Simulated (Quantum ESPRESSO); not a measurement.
# TaWC2 (R-3m) in Quantum ESPRESSO: equation of state

Aim: energy against volume of TaWC2 in PBEsol, for its equilibrium volume and stiffness.

Everything below comes from runs of Quantum ESPRESSO 7.5. Logs are shortened: lines on timing, memory, paths and dates and some standing lists are left out, and cuts for length are marked.

## Step 1: Starting point

It takes space group R-3m (No. 166, trigonal). The conventional cell has a = 3.144 Å, b = 3.144 Å, c = 15.305 Å, α = 90.00°, β = 90.00°, γ = 120.00°. W (site symmetry -3m) is surrounded by 6 C at 2.21 Å. Around Ta (site symmetry -3m) lie 6 C at 2.23 Å. Around C (site symmetry 3m) lie 3 W at 2.21 Å and 3 Ta at 2.23 Å.

The cell comes from a database or a generator and needn't be the stable form of this composition.

## Step 2: Single point, PBEsol, 10.26 Å³/atom

pw.in reads:

```
&CONTROL
  calculation = 'scf'
  prefix = 'pwscf'
  outdir = './tmp'
  pseudo_dir = './pseudo'
  tstress = .true.
  disk_io = 'nowf'
/
&SYSTEM
  ibrav = 0
  nat = 4
  ntyp = 3
  ecutwfc = 56
  ecutrho = 448
  nbnd = 25
  occupations = 'smearing'
  smearing = 'fd'
  degauss = 0.00367493
/
&ELECTRONS
  conv_thr = 8d-10
  electron_maxstep = 120
  mixing_beta = 0.5
/
ATOMIC_SPECIES
W    183.8400 w_pbesol_v1.2.uspp.F.UPF
Ta   180.9479 ta_pbesol_v1.uspp.F.UPF
C     12.0110 c_pbesol_v1.2.uspp.F.UPF
CELL_PARAMETERS angstrom
   1.5397674660    0.8889851610    4.9974757625
  -1.5397674660    0.8889851610    4.9974757625
   0.0000000000   -1.7779703220    4.9974757625
ATOMIC_POSITIONS crystal
W      0.0000000000    0.0000000000    0.0000000000
Ta     0.5000000000    0.5000000000    0.5000000000
C      0.2509330000    0.2509330000    0.2509330000
C      0.7490670000    0.7490670000    0.7490670000
K_POINTS automatic
10 10 10 0 0 0
```

Potentials or basis: GBRV 1.5 PBEsol.

Run with:

```console
$ OMP_NUM_THREADS=1 mpirun -n 2 pw.x -nk 2 -in pw.in > pw.out
```

pw.out:

```text
This program is part of the open-source Quantum ESPRESSO suite
     for quantum simulation of materials; please cite
         "P. Giannozzi et al., J. Phys.:Condens. Matter 21 395502 (2009);
         "P. Giannozzi et al., J. Phys.:Condens. Matter 29 465901 (2017);
         "P. Giannozzi et al., J. Chem. Phys. 152 154105 (2020);
     in publications or presentations arising from this work. More details at

     Message from routine setup:
     using ibrav=0 with symmetry is DISCOURAGED, use correct ibrav instead

     K-points division:     npool     =       2
     Subspace diagonalization in iterative solution of the eigenvalue problem:
     a serial algorithm will be used

     G-vector sticks info
     --------------------
     sticks:   dense  smooth     PW     G-vecs:    dense   smooth      PW
     Sum        1987     985    321                44391    15615    2935

     Using Slab Decomposition

     bravais-lattice index     =            0
     lattice parameter (alat)  =      10.0237  a.u.
     unit-cell volume          =     276.9799 (a.u.)^3
     number of atoms/cell      =            4
     number of atomic types    =            3
     number of electrons       =        35.00
     number of Kohn-Sham states=           25
     kinetic-energy cutoff     =      56.0000  Ry
     charge density cutoff     =     448.0000  Ry
     scf convergence threshold =      8.0E-10
     mixing beta               =       0.5000
     number of iterations used =            8  plain     mixing
     Exchange-correlation= SLA  PW   PSX  PSC
                           (   1   4  10   8   0   0   0)

     celldm(1)=  10.023736  celldm(2)=   0.000000  celldm(3)=   0.000000
     celldm(4)=   0.000000  celldm(5)=   0.000000  celldm(6)=   0.000000

     crystal axes: (cart. coord. in units of alat)
               a(1) = (   0.290285   0.167596   0.942150 )
               a(2) = (  -0.290285   0.167596   0.942150 )
               a(3) = (   0.000000  -0.335192   0.942150 )

     reciprocal axes: (cart. coord. in units 2 pi/alat)
               b(1) = (  1.722446  0.994455  0.353801 )
               b(2) = ( -1.722446  0.994455  0.353801 )
               b(3) = (  0.000000 -1.988909  0.353801 )

     PseudoPot. # 1 for W  read from file:
     w_pbesol_v1.2.uspp.F.UPF
     Pseudo is Ultrasoft + core correction, Zval = 14.0
     Generated by new atomic code, or converted to UPF format
     Using radial grid of  923 points,  8 beta functions with:
                l(1) =   0
                l(2) =   0
                l(3) =   0
                l(4) =   1
                l(5) =   1
                l(6) =   2
                l(7) =   2
                l(8) =   3
     Q(r) pseudized with  6 coefficients,  rinner =    1.350   1.350   1.350
                                                       1.350   1.350   1.350
                                                       1.350

     PseudoPot. # 2 for Ta read from file:
     ta_pbesol_v1.uspp.F.UPF
     Pseudo is Ultrasoft + core correction, Zval = 13.0
     Generated by new atomic code, or converted to UPF format
     Using radial grid of  921 points,  7 beta functions with:
                l(1) =   0
                l(2) =   0
                l(3) =   1
                l(4) =   1
                l(5) =   2
                l(6) =   2
                l(7) =   3
     Q(r) pseudized with  6 coefficients,  rinner =    1.300   1.300   1.300
                                                       1.300   1.300   1.300
                                                       1.300

     PseudoPot. # 3 for C  read from file:
     c_pbesol_v1.2.uspp.F.UPF
     Pseudo is Ultrasoft + core correction, Zval =  4.0
     Generated by new atomic code, or converted to UPF format
     Using radial grid of  721 points,  4 beta functions with:
                l(1) =   0
                l(2) =   0
                l(3) =   1
                l(4) =   1
     Q(r) pseudized with  8 coefficients,  rinner =    1.100   1.100   1.100

     atomic species   valence    mass     pseudopotential
     W                14.00   183.84000     W ( 1.00)
     Ta               13.00   180.94790     Ta( 1.00)
     C                 4.00    12.01100     C ( 1.00)

     12 Sym. Ops., with inversion, found

   Cartesian axes

     site n.     atom                  positions (alat units)
         1        W      tau(   1) = (   0.0000000   0.0000000   0.0000000  )
         2        Ta     tau(   2) = (   0.0000000   0.0000000   1.4132247  )
         3        C      tau(   3) = (   0.0000000   0.0000000   0.7092494  )
         4        C      tau(   4) = (   0.0000000   0.0000000   2.1172000  )

     number of k points=   116  Fermi-Dirac smearing, width (Ry)=  0.0037

     Number of k-points >= 100: set verbosity='high' to print them.

     Dense  grid:    44391 G-vectors     FFT dimensions: (  72,  72,  72)

     Smooth grid:    15615 G-vectors     FFT dimensions: (  48,  48,  48)

     Initial potential from superposition of free atoms

     starting charge      34.8986, renormalised to      35.0000

     negative rho (up, down):  1.547E-01 0.000E+00
     Starting wfcs are   34 randomized atomic wfcs

     Self-consistent Calculation

     iteration #  1     ecut=    56.00 Ry     beta= 0.50
     Davidson diagonalization with overlap
     ethr =  1.00E-02,  avg # of iterations =  2.1

     negative rho (up, down):  1.588E-01 0.000E+00

     total energy              =    -323.42247669 Ry
     estimated scf accuracy    <       1.08668081 Ry

     iteration #  2     ecut=    56.00 Ry     beta= 0.50
     Davidson diagonalization with overlap
     ethr =  3.10E-03,  avg # of iterations =  2.5

     negative rho (up, down):  1.622E-01 0.000E+00

     total energy              =    -323.70959536 Ry
     estimated scf accuracy    <       0.50487865 Ry

     iteration #  3     ecut=    56.00 Ry     beta= 0.50
     Davidson diagonalization with overlap
     ethr =  1.44E-03,  avg # of iterations =  2.1

     negative rho (up, down):  1.628E-01 0.000E+00

     total energy              =    -323.79536452 Ry
     estimated scf accuracy    <       0.19649293 Ry

     iteration #  4     ecut=    56.00 Ry     beta= 0.50
     Davidson diagonalization with overlap
     ethr =  5.61E-04,  avg # of iterations =  1.3

     negative rho (up, down):  1.653E-01 0.000E+00

     total energy              =    -323.81773427 Ry
     estimated scf accuracy    <       0.00242159 Ry

     iteration #  5     ecut=    56.00 Ry     beta= 0.50
     Davidson diagonalization with overlap
     ethr =  6.92E-06,  avg # of iterations =  4.4

     negative rho (up, down):  1.661E-01 0.000E+00

     total energy              =    -323.81817474 Ry
     estimated scf accuracy    <       0.00031825 Ry

     iteration #  6     ecut=    56.00 Ry     beta= 0.50
     Davidson diagonalization with overlap
     ethr =  9.09E-07,  avg # of iterations =  1.6

     negative rho (up, down):  1.660E-01 0.000E+00

     total energy              =    -323.81817588 Ry
     estimated scf accuracy    <       0.00004626 Ry

     iteration #  7     ecut=    56.00 Ry     beta= 0.50
     Davidson diagonalization with overlap
     ethr =  1.32E-07,  avg # of iterations =  2.1

     negative rho (up, down):  1.661E-01 0.000E+00

     total energy              =    -323.81818480 Ry
     estimated scf accuracy    <       0.00000146 Ry

     iteration #  8     ecut=    56.00 Ry     beta= 0.50
     Davidson diagonalization with overlap
     ethr =  4.17E-09,  avg # of iterations =  2.9

     negative rho (up, down):  1.660E-01 0.000E+00

     total energy              =    -323.81818502 Ry
     estimated scf accuracy    <       0.00000011 Ry

     iteration #  9     ecut=    56.00 Ry     beta= 0.50
     Davidson diagonalization with overlap
     ethr =  3.21E-10,  avg # of iterations =  2.8

     negative rho (up, down):  1.660E-01 0.000E+00

     total energy              =    -323.81818506 Ry
     estimated scf accuracy    <          7.1E-09 Ry

     iteration # 10     ecut=    56.00 Ry     beta= 0.50
     Davidson diagonalization with overlap
     ethr =  2.03E-11,  avg # of iterations =  2.3

     negative rho (up, down):  1.660E-01 0.000E+00

     End of self-consistent calculation

     Number of k-points >= 100: set verbosity='high' to print the bands.

     the Fermi energy is    21.9982 ev

!    total energy              =    -323.81818506 Ry
     estimated scf accuracy    <          1.2E-10 Ry
     smearing contrib. (-TS)   =      -0.00103388 Ry
     internal energy E=F+TS    =    -323.81715117 Ry

     The total energy is F=E-TS. E is the sum of the following terms:
     one-electron contribution =     -12.77417737 Ry
     hartree contribution      =      29.63856954 Ry
     xc contribution           =     -90.60243099 Ry
     ewald contribution        =    -250.07911236 Ry

     convergence has been achieved in  10 iterations

     Computing stress (Cartesian axis) and pressure

     negative rho (up, down):  1.660E-01 0.000E+00
          total   stress  (Ry/bohr**3)                   (kbar)     P=      123.45
   0.00083773   0.00000000   0.00000000          123.23        0.00        0.00
   0.00000000   0.00083773   0.00000000            0.00      123.23        0.00
  -0.00000000   0.00000000   0.00084209           -0.00        0.00      123.88

=------------------------------------------------------------------------------=
   JOB DONE.
=------------------------------------------------------------------------------=
```

It took 1.9 min on 2 MPI ranks of Arm Neoverse V1, shared host; peak memory 0.54 GiB.

Results:

```yaml
Free_energy: -4405.7709 eV
Pressure: 12.3 GPa
Band_gap_on_the_k_mesh: none (metal or under the smearing width)
```

## Step 3: Single point, PBEsol, 10.48 Å³/atom

Edit pw.in of step 2 so:

```diff
@@ -29,5 +29,5 @@
 CELL_PARAMETERS angstrom
-   1.5397674660    0.8889851610    4.9974757625
-  -1.5397674660    0.8889851610    4.9974757625
-   0.0000000000   -1.7779703220    4.9974757625
+   1.5506112562    0.8952458261    5.0326704134
+  -1.5506112562    0.8952458261    5.0326704134
+   0.0000000000   -1.7904916524    5.0326704134
 ATOMIC_POSITIONS crystal
```

Potentials or basis: GBRV 1.5 PBEsol.

Run with:

```console
$ OMP_NUM_THREADS=1 mpirun -n 2 pw.x -nk 2 -in pw.in > pw.out
```

Wall time 2.5 min (2 MPI ranks of Arm Neoverse V1, shared host); peak memory 0.54 GiB.

It converged, with:

- Free energy: -4405.8148 eV
- Pressure: 3.9 GPa
- Band gap on the k mesh: none (metal or under the smearing width)

## Step 4: Single point, PBEsol, 10.70 Å³/atom

Edit pw.in of step 3 so:

```diff
@@ -29,5 +29,5 @@
 CELL_PARAMETERS angstrom
-   1.5506112562    0.8952458261    5.0326704134
-  -1.5506112562    0.8952458261    5.0326704134
-   0.0000000000   -1.7904916524    5.0326704134
+   1.5613054648    0.9014201304    5.0673795820
+  -1.5613054648    0.9014201304    5.0673795820
+   0.0000000000   -1.8028402609    5.0673795820
 ATOMIC_POSITIONS crystal
```

Run with:

```console
$ OMP_NUM_THREADS=1 mpirun -n 2 pw.x -nk 2 -in pw.in > pw.out
```

Run time: 2.5 min. Hardware: 2 MPI ranks of Arm Neoverse V1, shared host; peak memory 0.56 GiB.

The run converged. Its results:

```
Free energy            : -4405.8151 eV
Pressure               : -3.7 GPa
Band gap on the k mesh : none (metal or under the smearing width)
```

## Step 5: Single point, PBEsol, 10.92 Å³/atom

Edit pw.in of step 4 so:

```diff
@@ -29,5 +29,5 @@
 CELL_PARAMETERS angstrom
-   1.5613054648    0.9014201304    5.0673795820
-  -1.5613054648    0.9014201304    5.0673795820
-   0.0000000000   -1.8028402609    5.0673795820
+   1.5718551461    0.9075109917    5.1016196719
+  -1.5718551461    0.9075109917    5.1016196719
+   0.0000000000   -1.8150219835    5.1016196719
 ATOMIC_POSITIONS crystal
```

Run with:

```console
$ OMP_NUM_THREADS=1 mpirun -n 2 pw.x -nk 2 -in pw.in > pw.out
```

Wall time 2.5 min (2 MPI ranks of Arm Neoverse V1, shared host); peak memory 0.56 GiB.

The run converged. Its results:

```yaml
Free_energy: -4405.7762 eV
Pressure: -10.5 GPa
Band_gap_on_the_k_mesh: none (metal or under the smearing width)
```

## Step 6: Single point, PBEsol, 11.13 Å³/atom

Edit pw.in of step 5 so:

```diff
@@ -29,5 +29,5 @@
 CELL_PARAMETERS angstrom
-   1.5718551461    0.9075109917    5.1016196719
-  -1.5718551461    0.9075109917    5.1016196719
-   0.0000000000   -1.8150219835    5.1016196719
+   1.5822650862    0.9135211734    5.1354062173
+  -1.5822650862    0.9135211734    5.1354062173
+   0.0000000000   -1.8270423469    5.1354062173
 ATOMIC_POSITIONS crystal
```

Potentials or basis: GBRV 1.5 PBEsol.

Run with:

```console
$ OMP_NUM_THREADS=1 mpirun -n 2 pw.x -nk 2 -in pw.in > pw.out
```

Wall time 2.6 min (2 MPI ranks of Arm Neoverse V1, shared host); peak memory 0.58 GiB.

Results (log left out):

| Quantity | Value |
| --- | --- |
| Free energy | -4405.7021 eV |
| Pressure | -16.6 GPa |
| Band gap on the k mesh | none (metal or under the smearing width) |

## Step 7: Single point, PBEsol, 11.35 Å³/atom

Edit pw.in of step 6 so:

```diff
@@ -29,5 +29,5 @@
 CELL_PARAMETERS angstrom
-   1.5822650862    0.9135211734    5.1354062173
-  -1.5822650862    0.9135211734    5.1354062173
-   0.0000000000   -1.8270423469    5.1354062173
+   1.5925398227    0.9194532953    5.1687539453
+  -1.5925398227    0.9194532953    5.1687539453
+   0.0000000000   -1.8389065907    5.1687539453
 ATOMIC_POSITIONS crystal
```

Run with:

```console
$ OMP_NUM_THREADS=1 mpirun -n 2 pw.x -nk 2 -in pw.in > pw.out
```

Run time: 2.6 min. Hardware: 2 MPI ranks of Arm Neoverse V1, shared host; peak memory 0.58 GiB.

Results (log left out):

```yaml
Free_energy: -4405.5965 eV
Pressure: -22.1 GPa
Band_gap_on_the_k_mesh: none (metal or under the smearing width)
```

## Step 8: Single point, PBEsol, 11.57 Å³/atom

Edit pw.in of step 7 so:

```diff
@@ -29,5 +29,5 @@
 CELL_PARAMETERS angstrom
-   1.5925398227    0.9194532953    5.1687539453
-  -1.5925398227    0.9194532953    5.1687539453
-   0.0000000000   -1.8389065907    5.1687539453
+   1.6026836620    0.9253098436    5.2016768326
+  -1.6026836620    0.9253098436    5.2016768326
+   0.0000000000   -1.8506196874    5.2016768326
 ATOMIC_POSITIONS crystal
```

Run with:

```console
$ OMP_NUM_THREADS=1 mpirun -n 2 pw.x -nk 2 -in pw.in > pw.out
```

Run time: 2.6 min. Hardware: 2 MPI ranks of Arm Neoverse V1, shared host; peak memory 0.6 GiB.

Results (log left out):

```yaml
Free_energy: -4405.4627 eV
Pressure: -27.0 GPa
Band_gap_on_the_k_mesh: none (metal or under the smearing width)
```

## Step 9: Equation of state, PBEsol

Potentials or basis: GBRV 1.5 PBEsol.

This step only gathers the single runs of the series.

What came out:

```
Equilibrium volume                        : 10.59 Å³/atom
Bulk modulus at fixed shape and positions : 368 GPa
Pressure derivative of the bulk modulus   : 4.3
```

Energy against volume, from the lowest point:
| volume (Å³/atom) | energy (meV/atom) |
| --- | --- |
| 10.261 | 11.06 |
| 10.479 | 0.07 |
| 10.698 | 0.00 |
| 10.916 | 9.73 |
| 11.134 | 28.24 |
| 11.353 | 54.64 |
| 11.571 | 88.11 |

Caveat: the cell was scaled at fixed shape and fractional positions, which overstates the stiffness of a crystal with free parameters, most of all of layers and chains.
